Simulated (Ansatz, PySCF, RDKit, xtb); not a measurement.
# CH6InO−: a search for the lowest isomer

Task: start from the formula CH6InO− (charge -1), draw up candidate structures, narrow them down in stages, and characterise the one that lies lowest at 298.15 K.

The funnel: GFN2-xTB relaxations, single points with a density functional, relaxations at PBE0-D3(BJ)/def2-SVPD, harmonic vibrations, and a last energy at a higher level. All values are calculated.

10 further runs of the same task are left out: 4 for a known fault of the program, 6 set aside as unsound or not needed.

### Step 1. Candidates

All bonding patterns within simple valence rules are listed by program: one Lewis structure each, at most two rings and one unusual centre or charged pair. O–O, O–halogen and N–halogen bonds and N–N–N chains are not drawn. That gives 6 candidates.

| label | SMILES | spin |
| --- | --- | --- |
| c236 | [CH3][InH2-][OH] | singlet |
| c439 | C[O][InH3-] | singlet |
| c585 | [CH2-][OH+][InH3-] | singlet |
| c628 | [CH2-][InH2-][OH2+] | singlet |

Candidates are built by distance geometry, with a force field where one applies, in up to four conformers (letters a to d). 7 starts with atoms placed at random are added, to find patterns that the rules miss.

**Question.** With final energies at CCSD(T)/def2-SVPD + MP2/def2-TZVPPD - MP2/def2-SVPD, which structure will this search put lowest in free energy, and by what margin?

| quantity | value |
| --- | --- |
| lowest structure found | [CH3][InH2-][OH], singlet, C1 |
| next finalist | C[O][InH3-], singlet, 17.4 kcal/mol higher in G |
| share at equilibrium, among the finalists | 100.0 % |
| harmonic wavenumbers, lowest and highest (PBE0-D3(BJ)/def2-SVPD) | 49 and 3925 cm⁻¹ |
| rotational constants, same geometry | 0.3007, 0.1563, 0.1119 cm⁻¹ |
| HOMO energy (PBE0/def2-TZVPD) | -2.02 eV |
| LUMO energy (PBE0/def2-TZVPD) | 3.39 eV |
| HOMO–LUMO gap (to an unbound level, set by the basis) (PBE0/def2-TZVPD) | 5.41 eV |
| lowest excitation (TD-PBE0/def2-SVPD) | 4.88 eV (f = 0.016) |
| strongest of the states computed, same level | 5.89 eV (f = 0.175) |
| lowest triplet excitation, same level, Tamm-Dancoff | 4.73 eV |
| vertical detachment energy | 3.82 eV |
| vertical triplet less singlet | +4.42 eV |

The search ends on `[CH3][InH2-][OH]`. The margin of 17.4 kcal/mol over the next finalist is beyond the usual error of the last level; it says nothing of structures that weren't ranked. r2SCAN-D4/def2-SVPD, PBE0-D3(BJ)/def2-SVPD, HF/def2-SVPD and MP2/def2-SVPD already put its bonding pattern lowest among the structures in one piece. Spin-orbit coupling, which matters for elements this heavy, is left out. In an anion, excitations above the detachment energy lie in the continuum and hang on the basis, so they needn't be bound states. The search is not exhaustive (a finite list of starts, one conformer a finalist), so a lower isomer can't be ruled out. Patterns outside the rules of the enumeration were met only by chance.
